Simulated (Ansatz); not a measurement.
# AlO2: the cost of one run

Computed with Ansatz 0.2.0 (DFT PBE, scalar-relativistic, plane waves, PAW, unless a step's input says otherwise).

### Step 1. Starting point

It takes space group P4/mmm (No. 123, tetragonal). Conventional cell: a = 2.484 Å, b = 2.484 Å, c = 5.126 Å, α = 90.00°, β = 90.00°, γ = 90.00°. Around Al (site symmetry 4/mmm) lie 8 O at 2.32 Å and 4 Al at 2.48 Å. O (site symmetry 4mm) has 1 O at 2.10 Å and 4 Al at 2.32 Å as nearest neighbours.

As a file:

```cif
data_structure
_symmetry_space_group_name_H-M 'P 1'
_symmetry_Int_Tables_number 1
_cell_length_a 2.4845
_cell_length_b 2.4845
_cell_length_c 5.1261
_cell_angle_alpha 90.000
_cell_angle_beta 90.000
_cell_angle_gamma 90.000
_cell_volume 31.64
loop_
_atom_site_label
_atom_site_type_symbol
_atom_site_fract_x
_atom_site_fract_y
_atom_site_fract_z
_atom_site_occupancy
Al1 Al 0.00000 0.00000 0.00000 1
O1 O 0.50000 0.50000 0.29500 1
O2 O 0.50000 0.50000 0.70500 1
```

Recipe of the guess: species swapped into a database cell of Ga2Cu (P4/mmm, No. 123), with O on the Ga sites and Al on the Cu sites. Its size is a rough estimate.

### Step 2. A first look at the guess

The input, input.yaml:

```yaml
crystal:
  lattice:
    - [2.48445764, 0.0, 0.0]
    - [0.0, 2.48445764, 0.0]
    - [0.0, 0.0, 5.12605976]
  atoms:
    - { symbol: Al, position: [0.0, 0.0, 0.0] }
    - { symbol: O, position: [0.5, 0.5, 0.29499999] }
    - { symbol: O, position: [0.5, 0.5, 0.70500001] }
basis:
  ecutwfc: 420
kpoints:
  mp_grid: { grid: [8, 8, 4] }
hamiltonian:
  xc: pbe
scf:
  occupations: { method: gaussian, width: 0.1 }
  lower_state_search: "off"
output:
  forces: true
  stress: true
  eigenvalues: true
```

Started as:

```sh
$ ansatz run input.yaml --threads 1 --pin off --max-ram 2048MiB --backend cpu --events-out ev --progress --plain --runs-dir out
```

Q: Estimate wall time and peak memory on 1 thread of Arm Neoverse V1, shared host.

About 1.2 s, with a peak of 0.27 GiB.
